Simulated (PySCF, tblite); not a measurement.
# C₄H₂BrCl: dynamics, then NMR shifts on frames

Aim: move C₄H₂BrCl (`C=C1C(Cl)=C1Br`) away from its starting geometry and see how NMR shifts follow the geometry.

Programs: tblite 0.8.0 and PySCF 2.14.0, with density-fitted response routines of our own. Each step states its level of theory. These are calculated values for one molecule in the gas phase, unless marked as measured. Atoms are numbered from 0 throughout.

**1. The starting structure**

8 atoms, charge 0, multiplicity 1; geometry from: GFN2-xTB.

Bonds of the start (Å): C0–C1 1.31, C1–C2 1.46, C2–Cl3 1.67, C2–C4 1.33, C4–Br5 1.84, C4–C1 1.46, C0–H6 1.08, C0–H7 1.08.

**2. Dynamics with GFN2-xTB**

Job settings and geometry (Å):

```
{"job": {"kind": "md", "xc": "GFN2-xTB", "basis": "xTB", "temperature": 600, "steps": 2000, "every": 50, "frames": 5}, "charge": 0, "multiplicity": 1}
C      1.543883     0.029017     0.205278
C      0.247349    -0.010692     0.039775
C     -1.071213    -0.620355     0.199949
Cl    -1.987311    -1.883769     0.796298
C     -1.013573     0.533461    -0.458235
Br    -1.904904     1.870883    -1.359583
H      2.131962     0.843074    -0.179454
H      2.062864    -0.752206     0.731407
```

Method: GFN2-xTB Langevin dynamics, gas phase.

Started as:

```console
> OMP_NUM_THREADS=1 python probes_run.py task.json out
```

The driver reads the jobs from task.json and runs them one after another.

Standard output:

```text
t/fs     T/K      E/eV
    0.0   468.1   -492.24027
   25.0   458.3   -492.04038
   50.0   592.2   -491.91140
   75.0   645.6   -491.84089
  100.0   630.5   -491.85161
  125.0   591.6   -491.64448
  150.0   569.2   -491.57962
  175.0   488.2   -491.97007
  200.0   211.2   -491.66181
  225.0   677.8   -491.81119
  250.0   583.1   -491.62400
  275.0   451.4   -491.90666
  300.0   406.6   -491.81806
  325.0   459.8   -491.83371
  350.0   345.4   -491.64882
  375.0   657.0   -491.76901
  400.0   730.4   -491.58525
  425.0   899.5   -491.88863
  450.0   346.8   -491.61303
  475.0   776.7   -491.98476
  500.0   382.7   -491.86590
  525.0   640.8   -491.90143
  550.0   790.1   -491.97839
  575.0   409.2   -491.60258
  600.0   639.2   -491.73363
  625.0   476.7   -491.64271
  650.0   346.5   -491.39711
  675.0   821.1   -491.59999
  700.0   816.6   -491.82630
  725.0   499.9   -491.59259
  750.0   846.1   -491.79230
  775.0   608.4   -491.74411
  800.0   576.7   -491.70165
  825.0   526.0   -491.75903
  850.0   366.3   -491.78693
  875.0   489.8   -491.93660
  900.0   654.5   -491.95521
  925.0   726.2   -491.87882
  950.0   671.1   -492.01457
  975.0   490.2   -491.75444
 1000.0   479.6   -491.76738
```

Wall time 15 s (1 thread of Intel Xeon Platinum 8259CL at 2.50GHz, shared host); peak memory 0.18 GiB.

Distance from the start (root mean square after alignment): 0 fs 0.00 Å, 200 fs 0.10 Å, 400 fs 0.13 Å, 600 fs 0.17 Å, 800 fs 0.20 Å, 1000 fs 0.19 Å.

Positions (Å) and forces (eV/Å) at 1000 fs:

```xyz
8

C     0.695   -1.672    0.521   -1.606   -0.743    0.750
C    -0.515   -1.177    0.550   -1.608    1.029   -0.671
C    -1.975   -1.165    0.637    1.390   -0.332   -0.044
Cl   -3.248   -2.170    0.959   -0.595   -0.240    0.244
C    -1.468   -0.090    0.025    0.827   -2.513    1.605
Br   -2.111    1.118   -1.098   -0.249    1.660   -1.166
H     1.445   -1.065    0.215    2.137    1.535   -1.077
H     1.010   -2.607    0.919   -0.297   -0.396    0.360
```

**3. NMR shieldings: 250 fs, PBE0/pcSseg-1**

Job settings and geometry (Å):

```
{"job": {"kind": "nmr", "xc": "PBE0", "basis": "pcSseg-1", "pop": false}, "charge": 0, "multiplicity": 1}
C      1.265700    -0.814800    -0.477300
C      0.106900    -0.442700    -0.275300
C     -1.238700    -0.557400     0.290700
Cl    -2.193300    -1.412000     1.493900
C     -1.022600     0.539200    -0.308200
Br    -1.645700     1.989100    -1.167700
H      2.015200    -0.291600    -1.147300
H      1.489900    -1.858100    -0.184800
```

Level: GIAO PBE0/pcSseg-1 NMR shielding, non-relativistic, gas phase.

Standard output:

```text
coarse grid: 39312 points
cycle   1  E = -3186.8296526837  dE =  6.671e-02  |g| = 8.087e-01  |ddm| = 3.312e+00
cycle   2  E = -3186.7923293786  dE =  3.732e-02  |g| = 6.813e-01  |ddm| = 1.134e+00
cycle   3  E = -3186.8689228580  dE = -7.659e-02  |g| = 2.487e-01  |ddm| = 9.580e-01
cycle   4  E = -3186.8841193258  dE = -1.520e-02  |g| = 7.307e-02  |ddm| = 3.635e-01
cycle   5  E = -3186.8851436679  dE = -1.024e-03  |g| = 1.507e-02  |ddm| = 1.047e-01
cycle   6  E = -3186.8852036623  dE = -5.999e-05  |g| = 4.370e-03  |ddm| = 2.522e-02
cycle   7  E = -3186.8852073806  dE = -3.718e-06  |g| = 1.434e-03  |ddm| = 5.861e-03
final grid: 80400 points
cycle   8  E = -3186.8852402047  dE =  8.814e-07  |g| = 2.431e-03  |ddm| = 5.309e-03
cycle   9  E = -3186.8852370404  dE =  3.164e-06  |g| = 4.370e-03  |ddm| = 7.747e-03
cycle  10  E = -3186.8852416476  dE = -4.607e-06  |g| = 3.507e-04  |ddm| = 4.800e-03
cycle  11  E = -3186.8852416755  dE = -2.788e-08  |g| = 3.018e-05  |ddm| = 3.453e-04
cycle  12  E = -3186.8852416757  dE = -2.319e-10  |g| = 1.177e-05  |ddm| = 5.497e-05
converged SCF energy = -3186.8852416757

GIAO shielding tensors (ppm)
atom      isotropic    diamagn.    paramagn.     s11        s22        s33       span
  0 C      122.482     255.311    -132.828     51.318    137.849    178.280    126.963
  1 C       64.329     254.493    -190.164    -43.124     48.629    187.482    230.606
  2 C       43.506     252.384    -208.878    -55.946     78.999    107.465    163.411
  3 Cl     680.616    1146.134    -465.518    309.436    742.174    990.238    680.803
  4 C       53.821     248.159    -194.339    -33.600     60.574    134.488    168.089
  5 Br    2154.538    3121.351    -966.813   1461.561   2235.048   2767.003   1305.442
  6 H       26.354      27.625      -1.271     22.853     25.532     30.678      7.826
  7 H       26.875      27.546      -0.671     22.818     26.220     31.589      8.770
```

Wall time 16 s (1 thread of Intel Xeon Platinum 8259CL at 2.50GHz, shared host); peak memory 0.66 GiB.

The references, computed at this level on geometries of the same kind, shield at (ppm): ¹H TMS 31.72, ¹³C TMS 186.9, ³⁵Cl HCl 950, ⁷⁹Br HBr 2622. Their shielding less the atom's gives the shift. The references are single molecules in the gas phase. Each atom is listed at this fixed geometry, with no averaging over motion; a spectrum would average atoms that exchange fast.

```
atoms                         environment  σ (ppm)  δ (ppm)
   C2     fully substituted alkene carbon     43.5    143.4
   C4     fully substituted alkene carbon     53.8    133.1
   C1     fully substituted alkene carbon     64.3    122.6
   C0                terminal =CH2 carbon    122.5     64.4
   H6  hydrogen on a terminal =CH2 carbon    26.35     5.36
   H7  hydrogen on a terminal =CH2 carbon    26.88     4.84
  Cl3                chlorine bonded to C      681      269
  Br5                 bromine bonded to C     2155      468
```

Ring of atoms C1, C2, C4: NICS(0) -24.3, NICS(1) -6.4, NICS(1)zz -7.5 ppm (means of both faces).

**4. NMR shieldings: 425 fs, PBE0/pcSseg-1**

Job settings and geometry (Å):

```
{"job": {"kind": "nmr", "xc": "PBE0", "basis": "pcSseg-1", "pop": false}, "charge": 0, "multiplicity": 1}
C      1.301900    -1.003300    -0.605000
C      0.036200    -0.836800    -0.475200
C     -1.367400    -0.877300    -0.010700
Cl    -2.323400    -1.643400     1.063800
C     -0.996000     0.172600    -0.713300
Br    -1.522800     1.678800    -1.525800
H      1.973200    -0.243000    -1.135000
H      1.861900    -1.739000    -0.041700
```

Level: GIAO PBE0/pcSseg-1 NMR shielding, non-relativistic, gas phase.

Standard output:

```text
coarse grid: 39312 points
cycle   1  E = -3186.8386015069  dE =  1.012e-01  |g| = 8.040e-01  |ddm| = 3.324e+00
cycle   2  E = -3186.7943887736  dE =  4.421e-02  |g| = 6.943e-01  |ddm| = 1.122e+00
cycle   3  E = -3186.8763821114  dE = -8.199e-02  |g| = 2.606e-01  |ddm| = 9.608e-01
cycle   4  E = -3186.8931189849  dE = -1.674e-02  |g| = 7.560e-02  |ddm| = 3.630e-01
cycle   5  E = -3186.8941910676  dE = -1.072e-03  |g| = 1.673e-02  |ddm| = 1.061e-01
cycle   6  E = -3186.8942636687  dE = -7.260e-05  |g| = 4.931e-03  |ddm| = 2.671e-02
cycle   7  E = -3186.8942676643  dE = -3.996e-06  |g| = 2.227e-03  |ddm| = 5.541e-03
final grid: 80400 points
cycle   8  E = -3186.8942724570  dE =  2.977e-06  |g| = 4.120e-03  |ddm| = 6.699e-03
cycle   9  E = -3186.8942609896  dE =  1.147e-05  |g| = 7.952e-03  |ddm| = 1.200e-02
cycle  10  E = -3186.8942766769  dE = -1.569e-05  |g| = 3.774e-04  |ddm| = 7.847e-03
cycle  11  E = -3186.8942767144  dE = -3.757e-08  |g| = 4.255e-05  |ddm| = 4.957e-04
cycle  12  E = -3186.8942767148  dE = -3.333e-10  |g| = 1.912e-05  |ddm| = 6.566e-05
converged SCF energy = -3186.8942767148

GIAO shielding tensors (ppm)
atom      isotropic    diamagn.    paramagn.     s11        s22        s33       span
  0 C      118.423     256.480    -138.058     50.193    127.768    177.306    127.113
  1 C       59.421     252.889    -193.468    -49.819     40.792    187.290    237.110
  2 C       51.820     253.377    -201.557    -52.551     75.597    132.412    184.963
  3 Cl     758.080    1146.929    -388.849    473.323    849.685    951.233    477.910
  4 C       47.713     248.703    -200.990    -45.805     46.547    142.396    188.202
  5 Br    2183.735    3121.296    -937.561   1456.875   2405.108   2689.222   1232.347
  6 H       26.275      28.262      -1.988     22.464     26.278     30.082      7.619
  7 H       27.615      28.704      -1.090     24.228     26.175     32.441      8.213
```

Run time: 14 s. Hardware: 1 thread of Intel Xeon Platinum 8259CL at 2.50GHz, shared host; peak memory 0.82 GiB.

Key values: δ C4 139.2, C2 135.1, C1 127.5, C0 68.5, H6 5.44, H7 4.10 ppm.

**5. Shielding tensors: 625 fs, PBE0/pcSseg-1**

Job settings and geometry (Å):

```
{"job": {"kind": "nmr", "xc": "PBE0", "basis": "pcSseg-1", "pop": false}, "charge": 0, "multiplicity": 1}
C      1.442400    -1.297300    -0.882900
C      0.253200    -0.824200    -0.896600
C     -1.176000    -1.220800    -0.413000
Cl    -2.328100    -2.000100     0.622700
C     -0.922700    -0.018400    -0.850000
Br    -1.740300     1.539400    -1.149100
H      2.160800    -0.853400    -1.514000
H      1.625200    -2.259000    -0.401200
```

With the program's defaults for keys left out, this is: GIAO PBE0/pcSseg-1 NMR shielding, non-relativistic, gas phase.

Standard output:

```text
coarse grid: 39312 points
cycle   1  E = -3186.8311694942  dE =  2.100e-02  |g| = 7.978e-01  |ddm| = 3.346e+00
cycle   2  E = -3186.7792471996  dE =  5.192e-02  |g| = 7.008e-01  |ddm| = 1.091e+00
cycle   3  E = -3186.8597326604  dE = -8.049e-02  |g| = 3.027e-01  |ddm| = 1.009e+00
cycle   4  E = -3186.8833507311  dE = -2.362e-02  |g| = 7.617e-02  |ddm| = 4.121e-01
cycle   5  E = -3186.8843650715  dE = -1.014e-03  |g| = 2.155e-02  |ddm| = 1.106e-01
cycle   6  E = -3186.8844705798  dE = -1.055e-04  |g| = 8.064e-03  |ddm| = 2.921e-02
cycle   7  E = -3186.8844837062  dE = -1.313e-05  |g| = 2.702e-03  |ddm| = 1.042e-02
cycle   8  E = -3186.8844856767  dE = -1.970e-06  |g| = 5.076e-04  |ddm| = 4.058e-03
final grid: 80400 points
cycle   9  E = -3186.8844929616  dE =  2.598e-08  |g| = 6.530e-04  |ddm| = 1.694e-03
cycle  10  E = -3186.8844928558  dE =  1.058e-07  |g| = 9.247e-04  |ddm| = 1.842e-03
cycle  11  E = -3186.8844930545  dE = -1.987e-07  |g| = 1.352e-04  |ddm| = 1.091e-03
cycle  12  E = -3186.8844930584  dE = -3.877e-09  |g| = 1.864e-05  |ddm| = 1.247e-04
cycle  13  E = -3186.8844930585  dE = -8.731e-11  |g| = 6.018e-06  |ddm| = 2.894e-05
converged SCF energy = -3186.8844930585

GIAO shielding tensors (ppm)
atom      isotropic    diamagn.    paramagn.     s11        s22        s33       span
  0 C      119.900     255.815    -135.915     40.424    138.969    180.307    139.882
  1 C       49.517     253.809    -204.292    -57.394     48.649    157.295    214.689
  2 C       13.747     258.208    -244.462   -118.993     27.542    132.690    251.684
  3 Cl     681.584    1146.385    -464.801    308.808    768.769    967.174    658.366
  4 C       56.717     244.485    -187.768    -56.651     96.727    130.075    186.726
  5 Br    2132.400    3122.044    -989.644   1415.818   2270.326   2711.056   1295.238
  6 H       27.598      29.437      -1.840     24.897     25.497     32.399      7.502
  7 H       26.912      28.167      -1.255     23.039     26.568     31.130      8.091
```

Run time: 15 s. Hardware: 1 thread of Intel Xeon Platinum 8259CL at 2.50GHz, shared host; peak memory 0.81 GiB.

This run: δ C2 173.2, C1 137.4, C4 130.2, C0 67.0, H7 4.80, H6 4.12 ppm.

**6. Shielding tensors: 800 fs, PBE0/pcSseg-1**

Job settings and geometry (Å):

```
{"job": {"kind": "nmr", "xc": "PBE0", "basis": "pcSseg-1", "pop": false}, "charge": 0, "multiplicity": 1}
C      1.287600    -1.013800    -0.000600
C     -0.010300    -1.087300    -0.012500
C     -1.491000    -1.253100     0.258700
Cl    -2.461400    -2.328900     1.005400
C     -1.109200    -0.227900    -0.534800
Br    -1.513000     1.367400    -1.143500
H      1.834300    -0.194500    -0.472800
H      1.763200    -1.907900     0.417900
```

Method: GIAO PBE0/pcSseg-1 NMR shielding, non-relativistic, gas phase.

Standard output:

```text
coarse grid: 39312 points
cycle   1  E = -3186.8237906979  dE =  5.774e-02  |g| = 8.120e-01  |ddm| = 3.282e+00
cycle   2  E = -3186.7642006666  dE =  5.959e-02  |g| = 7.444e-01  |ddm| = 1.172e+00
cycle   3  E = -3186.8621119882  dE = -9.791e-02  |g| = 2.859e-01  |ddm| = 1.023e+00
cycle   4  E = -3186.8822209692  dE = -2.011e-02  |g| = 8.329e-02  |ddm| = 3.844e-01
cycle   5  E = -3186.8835072830  dE = -1.286e-03  |g| = 2.264e-02  |ddm| = 1.108e-01
cycle   6  E = -3186.8836265899  dE = -1.193e-04  |g| = 8.214e-03  |ddm| = 2.946e-02
cycle   7  E = -3186.8836399443  dE = -1.335e-05  |g| = 3.034e-03  |ddm| = 1.170e-02
cycle   8  E = -3186.8836423157  dE = -2.371e-06  |g| = 5.441e-04  |ddm| = 4.084e-03
final grid: 80400 points
cycle   9  E = -3186.8836535374  dE =  6.521e-08  |g| = 8.009e-04  |ddm| = 1.487e-03
cycle  10  E = -3186.8836533232  dE =  2.142e-07  |g| = 1.241e-03  |ddm| = 1.919e-03
cycle  11  E = -3186.8836536768  dE = -3.536e-07  |g| = 1.712e-04  |ddm| = 1.207e-03
cycle  12  E = -3186.8836536833  dE = -6.519e-09  |g| = 1.823e-05  |ddm| = 1.545e-04
cycle  13  E = -3186.8836536834  dE = -7.822e-11  |g| = 5.121e-06  |ddm| = 2.825e-05
converged SCF energy = -3186.8836536834

GIAO shielding tensors (ppm)
atom      isotropic    diamagn.    paramagn.     s11        s22        s33       span
  0 C      117.056     254.166    -137.110     32.757    136.905    181.506    148.749
  1 C       51.872     257.550    -205.678    -63.662     24.444    194.833    258.495
  2 C       48.017     256.058    -208.041    -53.192     70.177    127.065    180.257
  3 Cl     730.461    1146.842    -416.381    432.613    863.544    895.226    462.613
  4 C       43.446     249.453    -206.006    -40.336     24.581    146.094    186.430
  5 Br    2198.442    3121.717    -923.275   1502.696   2376.795   2715.834   1213.139
  6 H       26.467      29.931      -3.464     23.344     25.836     30.220      6.876
  7 H       27.020      27.089      -0.069     23.277     25.089     32.695      9.419
```

Run time: 16 s. Hardware: 1 thread of Intel Xeon Platinum 8259CL at 2.50GHz, shared host; peak memory 0.82 GiB.

Key values: δ C4 143.5, C2 138.9, C1 135.1, C0 69.9, H6 5.25, H7 4.70 ppm.

**7. Shielding tensors: 1000 fs, PBE0/pcSseg-1**

Job settings and geometry (Å):

```
{"job": {"kind": "nmr", "xc": "PBE0", "basis": "pcSseg-1", "pop": false}, "charge": 0, "multiplicity": 1}
C      0.695100    -1.671600     0.520800
C     -0.515000    -1.177100     0.550500
C     -1.975300    -1.164700     0.636700
Cl    -3.248200    -2.169600     0.958600
C     -1.467500    -0.089600     0.025100
Br    -2.110900     1.118200    -1.097700
H      1.445100    -1.065200     0.215200
H      1.009900    -2.607000     0.919500
```

With the program's defaults for keys left out, this is: GIAO PBE0/pcSseg-1 NMR shielding, non-relativistic, gas phase.

Standard output:

```text
coarse grid: 39312 points
cycle   1  E = -3186.8296820107  dE =  6.158e-02  |g| = 8.109e-01  |ddm| = 3.286e+00
cycle   2  E = -3186.7630649427  dE =  6.662e-02  |g| = 7.529e-01  |ddm| = 1.182e+00
cycle   3  E = -3186.8643987251  dE = -1.013e-01  |g| = 3.033e-01  |ddm| = 1.087e+00
cycle   4  E = -3186.8879422028  dE = -2.354e-02  |g| = 8.105e-02  |ddm| = 4.085e-01
cycle   5  E = -3186.8891548695  dE = -1.213e-03  |g| = 2.238e-02  |ddm| = 1.040e-01
cycle   6  E = -3186.8892642111  dE = -1.093e-04  |g| = 8.942e-03  |ddm| = 2.826e-02
cycle   7  E = -3186.8892810078  dE = -1.680e-05  |g| = 2.845e-03  |ddm| = 1.247e-02
cycle   8  E = -3186.8892831970  dE = -2.189e-06  |g| = 5.575e-04  |ddm| = 3.621e-03
final grid: 80400 points
cycle   9  E = -3186.8892702892  dE =  4.695e-08  |g| = 7.545e-04  |ddm| = 1.460e-03
cycle  10  E = -3186.8892701568  dE =  1.324e-07  |g| = 1.064e-03  |ddm| = 1.696e-03
cycle  11  E = -3186.8892704153  dE = -2.585e-07  |g| = 6.641e-05  |ddm| = 9.910e-04
cycle  12  E = -3186.8892704160  dE = -7.094e-10  |g| = 6.679e-06  |ddm| = 7.572e-05
converged SCF energy = -3186.8892704160

GIAO shielding tensors (ppm)
atom      isotropic    diamagn.    paramagn.     s11        s22        s33       span
  0 C      120.781     256.307    -135.526     42.017    132.142    188.183    146.166
  1 C       47.949     249.838    -201.889    -60.499     43.191    161.154    221.653
  2 C       35.555     260.363    -224.808    -80.599     55.909    131.354    211.953
  3 Cl     728.624    1146.824    -418.200    409.054    841.748    935.072    526.018
  4 C       40.793     240.377    -199.584    -72.696     44.524    150.551    223.247
  5 Br    2115.832    3119.991   -1004.159   1395.334   2271.210   2680.951   1285.617
  6 H       28.895      34.400      -5.505     25.608     27.750     33.327      7.719
  7 H       27.580      27.233       0.348     24.979     25.907     31.855      6.876
```

It took 16 s on 1 thread of Intel Xeon Platinum 8259CL at 2.50GHz, shared host; peak memory 0.81 GiB.

Key values: δ C2 151.4, C4 146.1, C1 139.0, C0 66.1, H7 4.14, H6 2.82 ppm.

**8. Side by side: NMR shifts**

Shifts (ppm) of some atoms, chosen among heavy atoms and hydrogens apart, with basis size and wall time:

```
  frame     C2     C4     C1    H6    H7  Cl3  Br5  functions  time
 250 fs  143.4  133.1  122.6  5.36  4.84  269  468        143  16 s
 425 fs  135.1  139.2  127.5  5.44  4.10  192  438        143  14 s
 625 fs  173.2  130.2  137.4  4.12  4.80  268  490        143  15 s
 800 fs  138.9  143.5  135.1  5.25  4.70  219  424        143  16 s
1000 fs  151.4  146.1  139.0  2.82  4.14  221  506        143  16 s
```

**9. What came out**

| quantity | value |
| --- | --- |
| thermostat | 600 K |
| mean temperature, second half | 584 K |
| mean potential energy above the minimum | 0.47 eV |
| ¹³C shifts against TMS (PBE0/pcSseg-1, 250 fs) | 143.4, 133.1, 122.6, 64.4 ppm |
| ¹H shifts against TMS (PBE0/pcSseg-1, 250 fs) | 5.36, 4.84 ppm |
| ³⁵Cl shifts against HCl (PBE0/pcSseg-1, 250 fs) | 269 ppm |
| ⁷⁹Br shifts against HBr (PBE0/pcSseg-1, 250 fs) | 468 ppm |
| range of the shift of Br5 | 424 to 506 ppm |

What this shows: In the second half the potential energy averages 0.47 eV above the minimum; equipartition over 18 harmonic modes at 600 K would give 0.47 eV. With 8 atoms the temperature swings widely (211 to 900 K). C4 stands next to heavy halogen, whose spin-orbit shielding this run leaves out, so the computed shift lies too far downfield, most of all for carbon beside Br or I. Shifts at one fixed geometry are not the observed spectrum, which averages over the motion. In the first frame run (250 fs): The largest span, 1305 ppm, is at Br5, where the paramagnetic term is -967 ppm. In ppm, Br5 moves most: its shift spreads over 83 ppm, from 424 (800 fs) to 506 (1000 fs). Spin-orbit coupling is left out, which matters for shieldings and couplings at and beside the heavy atoms.
